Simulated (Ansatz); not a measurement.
The system is BiTe.

```
CELL_PARAMETERS angstrom
2.42271 1.39875 3.31729
-2.42271 1.39875 3.31729
0.00000 -2.79750 3.31729
ATOMIC_POSITIONS crystal
Bi 0.50000 0.50000 0.50000
Te 0.00000 0.00000 0.00000
```

The cell comes from a database or a generator and needn't be the stable form of this composition.

* Program: Ansatz 0.2.0
* Task: relaxation of cell and atoms
* Functional: HSE03
* Potentials or basis: Ansatz PAW
* Cutoff: 420 eV (not typed: the program's choice for these potentials)
* k mesh: 4 × 4 × 4
* Occupations: fermi-dirac, width 0.05 eV
* Spin: no spin polarisation

At the start: volume 33.72 Å³/atom.

Task: How do energy, volume and symmetry change on relaxing?

Result: It ends after 5 steps and the volume is 32.74 Å³/atom (-2.9 %); space group R-3m (No. 166, to 0.05 Å).

Step by step:
| step | energy change (eV) | largest force (eV/Å) | volume (Å³) |
| --- | --- | --- | --- |
| 1 | 0.0000 | 0.0000 | 67.45 |
| 2 | -0.0074 | 0.0000 | 64.49 |
| 3 | -0.0101 | 0.0000 | 65.55 |
| 4 | -0.0101 | 0.0000 | 65.48 |
| 5 | -0.0097 | 0.0000 | 65.48 |

Final structure:
```xyz
2
Lattice="2.3978 1.3844 3.2877 -2.3978 1.3844 3.2877 0.0000 -2.7688 3.2877" Properties=species:S:1:pos:R:3 pbc="T T T"
Bi    0.0000    0.0000    4.9315
Te    0.0000    0.0000    0.0000
```

Caveat: the k mesh is coarse (spacing up to 0.41 Å⁻¹), so the values aren't converged, least of all with exact exchange; the plane-wave basis is chosen anew once the cell has moved, so the energies of steps on either side of that aren't comparable; the PAW data sets come from PBE, with cores solved anew for the run's functional, which leaves a small shift of forces and pressure.
